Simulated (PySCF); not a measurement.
# C4H4ClPS: electronic excitations

Wanted: the electronic excitations of C4H4ClPS (`Cc1cpc(Cl)s1`), by calculation.

The runs use PySCF 2.14.0, with density-fitted response routines of our own; the level of theory stands in each step. All values are computed, except where a source is named. Atoms count from 0, in the outputs and in this text.

## 1. Starting geometry

11 atoms, charge 0, multiplicity 1; geometry from: GFN2-xTB.

Bonds of the start (Å): C0–C1 1.49, C1–C2 1.35, C2–P3 1.77, P3–C4 1.71, C4–Cl5 1.72, C4–S6 1.73, S6–C1 1.73, C0–H7 1.09, C0–H8 1.09, C0–H9 1.09, C2–H10 1.08.

## 2. Excited states and response: PBE0/def2-SVPD

The job: settings as JSON, then the geometry in Å.

```
{"job": {"kind": "uv", "xc": "PBE0", "basis": "def2-SVPD", "nstates": 8, "ntriplets": 3}, "charge": 0, "multiplicity": 1}
C     -1.734561    -0.476187    -0.258039
C     -0.317386    -0.070179    -0.039662
C      0.109095     1.024009     0.632702
P      1.843417     1.325932     0.780924
C      2.224483    -0.088199    -0.110007
Cl     3.827237    -0.594371    -0.461809
S      0.930525    -1.078977    -0.698825
H     -1.919140    -1.460377     0.170739
H     -2.406135     0.241856     0.205322
H     -1.955037    -0.529532    -1.323350
H     -0.597075     1.708696     1.076039
```

With the program's defaults for keys left out, this is: TDDFT PBE0/def2-SVPD, vertical, gas phase, core orbitals frozen in the response.

The run is started by

```bash
$ OMP_NUM_THREADS=1 python probes_run.py task.json out
```

This one command runs all jobs of the session in turn.

The log of the run:

```text
coarse grid: 11696 points
cycle   1  E = -1353.3160586278  dE =  1.106e+00  |g| = 3.458e-01  |ddm| = 6.602e+00
cycle   2  E = -1353.2613411658  dE =  5.472e-02  |g| = 5.577e-01  |ddm| = 1.732e+00
cycle   3  E = -1353.3439927096  dE = -8.265e-02  |g| = 1.305e-01  |ddm| = 1.096e+00
cycle   4  E = -1353.3490335827  dE = -5.041e-03  |g| = 3.616e-02  |ddm| = 2.745e-01
cycle   5  E = -1353.3492895044  dE = -2.559e-04  |g| = 1.778e-02  |ddm| = 8.249e-02
cycle   6  E = -1353.3493782065  dE = -8.870e-05  |g| = 3.920e-03  |ddm| = 3.845e-02
cycle   7  E = -1353.3493826158  dE = -4.409e-06  |g| = 1.138e-03  |ddm| = 1.089e-02
final grid: 101744 points
cycle   8  E = -1353.4915240130  dE = -1.274e-05  |g| = 1.020e-02  |ddm| = 8.579e-02
cycle   9  E = -1353.4914852664  dE =  3.875e-05  |g| = 1.562e-02  |ddm| = 4.001e-02
cycle  10  E = -1353.4915515150  dE = -6.625e-05  |g| = 1.917e-03  |ddm| = 2.680e-02
cycle  11  E = -1353.4915524541  dE = -9.392e-07  |g| = 4.827e-04  |ddm| = 4.063e-03
cycle  12  E = -1353.4915525203  dE = -6.623e-08  |g| = 1.512e-04  |ddm| = 1.267e-03
cycle  13  E = -1353.4915525267  dE = -6.334e-09  |g| = 3.451e-05  |ddm| = 3.861e-04
cycle  14  E = -1353.4915525269  dE = -1.801e-10  |g| = 2.274e-05  |ddm| = 1.247e-04
converged SCF energy = -1353.4915525269

Static polarisability (au): isotropic 103.373, principal 65.764 112.679 131.677

Singlet excitations
state   eV       nm        f      main configurations
  1   4.4388    279.3   0.12090   H->L 0.94
  2   4.9990    248.0   0.04792   H-1->L 0.76, H->L+2 0.20
  3   5.0724    244.4   0.00003   H->L+1 0.95
  4   5.2095    238.0   0.00680   H-2->L 0.96
  5   5.7939    214.0   0.00052   H->L+3 0.86, H->L+4 0.10
  6   5.8806    210.8   0.00001   H-1->L+1 0.94
  7   5.9475    208.5   0.00040   H-3->L 0.97
  8   5.9848    207.2   0.21613   H->L+2 0.72, H-1->L 0.15

Triplet excitations (Tamm-Dancoff, eV): 2.7052 3.9974 4.4258
```

Wall time 17 s (1 thread of Intel Xeon 6975P-C, shared host); peak memory 0.82 GiB.

The orbitals next to the gap, with their largest atomic shares:

```
orbital     eV                       atoms
 HOMO−3  -9.05    Cl5 65 %, C4 8 %, P3 8 %
 HOMO−2  -8.22   P3 61 %, S6 11 %, C2 10 %
 HOMO−1  -7.62   S6 35 %, C2 26 %, C1 13 %
   HOMO  -6.69  C4 27 %, P3 23 %, Cl5 17 %
   LUMO  -1.67   P3 28 %, C4 26 %, S6 20 %
 LUMO+1  -0.25   S6 47 %, P3 15 %, C4 12 %
 LUMO+2  -0.02   C2 28 %, C1 24 %, P3 20 %
```

With each of the 8 states as a Gaussian band of 0.4 eV half-width at 1/e, the curve within the window shown has maxima at 277 nm (ε 5,200), 207 nm (ε 8,800) L/(mol cm). Beyond the last state computed it falls off for lack of states. The curve at chosen wavelengths:

(nm, ε (L/mol/cm)): (197, 4999), (202, 7704), (207, 8795), (212, 7768), (217, 5565), (222, 3491), (227, 2256), (232, 1874), (237, 2029), (242, 2396), (247, 2799), (252, 3213), (257, 3676), (262, 4199), (267, 4711), (272, 5089), (277, 5213), (282, 5028), (287, 4561), (292, 3898), (297, 3150), (302, 2419), (307, 1772), (312, 1245), (317, 841), (322, 550)

Ground-state properties from the same run:

```
           property  computed
  dipole moment (D)      2.94
polarisability (Å³)     15.32
 HOMO–LUMO gap (eV)      5.01
      −ε(HOMO) (eV)      6.69
```

## 3. What came out

| quantity | value |
| --- | --- |
| lowest singlet (PBE0/def2-SVPD) | 4.44 eV (279 nm), f = 0.121 |
| brightest single state of those computed | state 8, 5.98 eV, f = 0.216 |
| lowest triplet | 2.71 eV |

The first singlet state (HOMO→LUMO 0.94) lies at 4.44 eV and is bright; of the 8 states computed, the strongest absorption comes from state 8 at 5.98 eV (the last computed, so partners may be missing). The lowest triplet lies 1.73 eV below the lowest singlet (triplets in Tamm-Dancoff, singlets in full TDDFT).
